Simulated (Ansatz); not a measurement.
I need a rigid scan of one bond length of BGeH6N, SMILES B[NH][GeH3]. Use Ansatz 0.2.0 through its Python package. Use (for the species named): PBE, def2-SVP basis, multiplicity 1, D4 dispersion.

```xyz
9

B    -0.7064    0.5335   -1.1770
N    -0.6467    0.6336    0.3269
Ge    0.5108   -0.7058    0.8305
H    -1.1665   -0.3527   -1.7160
H    -0.3993    1.4861   -1.8663
H    -0.1924    1.5626    0.5700
H     1.9412   -0.4855    0.1580
H     0.0111   -2.0735    0.4326
H     0.7368   -0.6445    2.4242
```

`scan.py`
```python
"""Stretching a bond of BGeH6N, the rest held rigid."""

import ansatz
import numpy as np

BASIS = "def2-SVP"
XC = "pbe"
DISPERSION = "d4"

mol = (
    ansatz.Crystal.molecule()
    .atom("B", [-0.7064, 0.5335, -1.177])
    .atom("N", [-0.6467, 0.6336, 0.3269])
    .atom("Ge", [0.5108, -0.7058, 0.8305])
    .atom("H", [-1.1665, -0.3527, -1.716])
    .atom("H", [-0.3993, 1.4861, -1.8663])
    .atom("H", [-0.1924, 1.5626, 0.57])
    .atom("H", [1.9412, -0.4855, 0.158])
    .atom("H", [0.0111, -2.0735, 0.4326])
    .atom("H", [0.7368, -0.6445, 2.4242])
)

symbols = [site.symbol for site in mol.cartesian_sites]
start = np.array([site.position_ang for site in mol.cartesian_sites])
axis = (start[2] - start[1]) / np.linalg.norm(start[2] - start[1])
moving = [2, 6, 7, 8]
lengths, energies = [1.56, 1.69, 1.84, 2.02, 2.3, 2.76, 3.31, 4.05], []
for length in lengths:
    xyz = start.copy()
    xyz[moving] += (length - np.linalg.norm(start[2] - start[1])) * axis
    point = ansatz.Crystal.molecule()
    for symbol, place in zip(symbols, xyz):
        point = point.atom(symbol, place.tolist())
    calculation = (
        point.calculation()
        .basis(gaussian=BASIS)
        .functional(XC, dispersion=DISPERSION)
        .spin("collinear")  # spin-polarised run
    )
    data = calculation.run(threads=1, pin="off").report
    energies.append(data["free_energy_ev"])
    print(f"r = {length:6.3f} A  E = {energies[-1]:.5f} eV  <S^2> = {abs(data['mean_field']['state']['spin_squared']):.3f}")

print("energy above the lowest point (eV):", [round(e - min(energies), 3) for e in energies])
```

```console
$ python scan.py
r =  1.560 A  E = -58759.65497 eV  <S^2> = 0.000
r =  1.690 A  E = -58760.98077 eV  <S^2> = 0.000
r =  1.840 A  E = -58761.50332 eV  <S^2> = 0.000
r =  2.020 A  E = -58761.41287 eV  <S^2> = 0.000
r =  2.300 A  E = -58760.68046 eV  <S^2> = 0.000
r =  2.760 A  E = -58759.29245 eV  <S^2> = 0.000
r =  3.310 A  E = -58758.08717 eV  <S^2> = 0.164
r =  4.050 A  E = -58757.48455 eV  <S^2> = 0.760
energy above the lowest point (eV): [1.848, 0.523, 0.0, 0.09, 0.823, 2.211, 3.416, 4.019]
```

Caveats:
- Total energies depend on the basis set; only differences at equal settings carry meaning.
- The rest of the molecule is held rigid at a force-field or estimated start geometry, and the basis set is modest; single-reference methods fail as a bond breaks.
- The expectation value of S² is noticeably off S(S+1) in at least one run, so that state is spin-contaminated.
- Run time: 50 s on 1 thread of Arm Neoverse V1, on a shared host, peak memory 0.26 GiB.

(Lines on the test bed's own set-up are left out of the output.)
